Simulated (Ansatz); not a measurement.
Run this with the Ansatz DFT code, driven from Python and show what comes out.

Script `albbrfh3n.py`:
```python
"""Single point of AlBBrFH3N."""

import json
import warnings

import ansatz as az

config = {
    "basis_set": "cc-pVDZ",
    "xc": "pbe",
}

GEOMETRY = """
N    -1.61520   -0.54650    0.70530
Al    0.22630   -0.68640    0.51900
B     1.24050    0.59420   -0.73600
F     2.77900    0.47110   -0.86140
Br    0.29960    2.00490   -1.75450
H    -2.06310   -0.57150   -0.26910
H    -1.81670    0.47940    1.01430
H     1.04170   -1.80230    1.32660
"""

warnings.simplefilter("ignore", az.DeckWarning)

molecule = az.Crystal.molecule()
for line in GEOMETRY.strip().splitlines():
    symbol, *xyz = line.split()
    molecule = molecule.atom(symbol, [float(v) for v in xyz])

calculation = molecule.calculation()
calculation = calculation.basis(gaussian=config["basis_set"]).functional(config["xc"])
done = calculation.run(threads=1, backend="cpu")
r = done.report

print(f"E = {r['free_energy_ev']:.6f} eV = {r['free_energy_ev'] / 27.211386246:.7f} Ha")
print("converged:", r["converged"], " doubts:", r["published_state_doubts"] or "none")

field = r["mean_field"]
print("<S^2> =", round(abs(field["state"]["spin_squared"]), 4), " all-electron relativity setting:", field["relativity"])
print("passes:", field["passes"])
if "symmetry" in field:
    print("occupied orbitals by irrep:", field["symmetry"]["occupied"])
with open("albbrfh3n.json", "w") as handle:
    json.dump({k: r[k] for k in ("free_energy_ev", "reference_energy_ev", "n_occupied", "n_virtual")}, handle, indent=1)
```

Output of `python albbrfh3n.py`:
```text
E = -81556.416506 eV = -2997.1430257 Ha
converged: True  doubts: none
<S^2> = 0.0  all-electron relativity setting: none
passes: {'evaluations': 18, 'products': 11}
occupied orbitals by irrep: [{'A': 36}, {'A': 36}]
```

File `albbrfh3n.json` afterwards:
```json
{
 "free_energy_ev": -81556.41650642098,
 "reference_energy_ev": -81556.41650642098,
 "n_occupied": [
  36,
  36
 ],
 "n_virtual": [
  66,
  66
 ]
}
```

Caveats:
- The settings weren't tested for convergence.
- The geometry is a force-field or estimated start, not a minimum of this method, and the basis set is short of its limit.
- Finished in 3.7 s on 1 thread of Arm Neoverse V1, with other jobs on the host, peak memory 0.2 GiB.

(A comment or docstring line of the script was reworded after the run, the code is as it ran.)
